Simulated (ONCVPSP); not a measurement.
# An ONCV potential for Sn, from input to tests

Task: generate the file, and judge it by its errors in other configurations, its logarithmic derivatives, its ghosts and its cutoff.

Program: ONCVPSP 4.0.1. Reference atom: PBEsol, scalar-relativistic, spherical and spin-unpolarised. All values are calculated.

**1. Starting point**

Typed settings, in words:

```json
{
 "element": "tin (Sn, Z = 50)",
 "type": "optimised norm-conserving Vanderbilt (ONCV)",
 "frozen core": "[Kr]",
 "valence charge": "14",
 "reference configuration": "4d10 5s2 5p2",
 "partial waves": "5s: rc 2.20 bohr, ncon 3, nbas 7, qcut 2.9 1/bohr, 1 projector; 5p: rc 2.10 bohr, ncon 3, nbas 6, qcut 4.5 1/bohr, 2 projectors, debl 2.3 Ha; 4d: rc 1.35 bohr, ncon 4, nbas 9, qcut 15.6 1/bohr, 2 projectors, debl 2.1 Ha; f scattering state at 0.29 Ha: rc 1.70 bohr, ncon 5, nbas 8, qcut 8.5 1/bohr, 2 projectors, debl 1.3 Ha",
 "local potential": "polynomial inside 1.25 bohr (lpopt 5, dvloc0 0 Ha)",
 "core correction": "polynomial model core, fcfact 0.3"
}
```

An earlier all-electron run gives the scale for the radii.

All-electron outer shells of the reference configuration (PBEsol, scalar-relativistic, ld1.x):

```csv
shell,level (eV),outermost node (bohr),outermost maximum (bohr)
4s,-133.74,0.40,0.74
4p,-89.56,0.41,0.79
4d,-25.79,0.39,0.88
5s,-10.59,0.98,2.01
5p,-3.71,1.09,2.55
```

**2. The generation run**

Contents of Sn.dat:

```
# ATOM AND REFERENCE CONFIGURATION
# atsym  z   nc   nv     iexc    psfile
  Sn 50.00    8    3  -116133      upf
#
#   n    l    f
    1    0    2.00
    2    0    2.00
    2    1    6.00
    3    0    2.00
    3    1    6.00
    3    2   10.00
    4    0    2.00
    4    1    6.00
    4    2   10.00
    5    0    2.00
    5    1    2.00
#
# PSEUDOPOTENTIAL AND OPTIMIZATION
# lmax
    3
#
#   l,   rc,      ep,       ncon, nbas, qcut
    0    2.20    0.00    3    7    2.90
    1    2.10    0.00    3    6    4.50
    2    1.35    0.00    4    9   15.60
    3    1.70    0.29    5    8    8.50
#
# LOCAL POTENTIAL
# lloc, lpopt,  rc(5),   dvloc0
    4    5    1.25    0.00
#
# VANDERBILT-KLEINMAN-BYLANDER PROJECTORs
# l, nproj, debl
    0    1    2.80
    1    2    2.30
    2    2    2.10
    3    2    1.30
#
# MODEL CORE CHARGE
# icmod, fcfact, rcfact
    1    0.30    0.00
#
# LOG DERIVATIVE ANALYSIS
# epsh1, epsh2, depsh
   -2.00    5.00    0.02
#
# OUTPUT GRID
# rlmax, drl
    6.00    0.01
#
# TEST CONFIGURATIONS
# ncnf
    4
# nvcnf
#   n    l    f
    3
    4    2   10.00
    5    0    2.00
    5    1    1.00
#
    3
    4    2   10.00
    5    0    2.00
    5    1    0.00
#
    3
    4    2   10.00
    5    0    1.00
    5    1    0.00
#
    3
    4    2   10.00
    5    0    0.00
    5    1    0.00
#
```

On the command line:

```console
oncvpsp.x < Sn.dat > Sn.out
```

**Question.** What will these runs give? Wanted: cutoffs for 1 and 0.1 mHa per electron, occupied waves; bound ghosts; GHOST(+) flags; largest test error; largest phase difference near zero energy, channels read; rms error of d²Exc/dn², without and with the model core.

**Answer**, as computed:

| quantity | value |
| --- | --- |
| cutoffs for 1 and 0.1 mHa per electron, occupied waves | 46 Ha and 54 Ha |
| bound ghosts | s at -130.85 eV |
| GHOST(+) flags | p at 42 eV |
| largest test error (AE − PS) | -21 meV, for 4d10 5s1 5p0 (1 test unsolved) |
| largest phase difference near zero energy, channels read | 0.012 rad |
| rms error of d²Exc/dn², without and with the model core | 4.57 and 1.02 mHa |

In words: It has a bound ghost (s), a state that the atom doesn't have, and that rules the file out. Close by lies the frozen 4s level (-133.7 eV). The worst unpolarised test, 4d10 5s1 5p0, is off by 21 meV on 51.9 eV; by total energies transferability rates as good where solved. Atomic tests can pass in spite of a ghost, since they solve only for the levels asked. Of the tests 1 gave no usable energy difference, which is a warning in itself. The potential is hard: the looser tolerance needs 46 Ha. At the looser tolerance the 4d wave is the slowest; 5s needs 9 Ha. Near zero energy the phases of the channels with partial waves agree within 0.012 rad. The program also flags highly localised states, GHOST(+) (p). All of this concerns the isolated atom, not yet a solid.
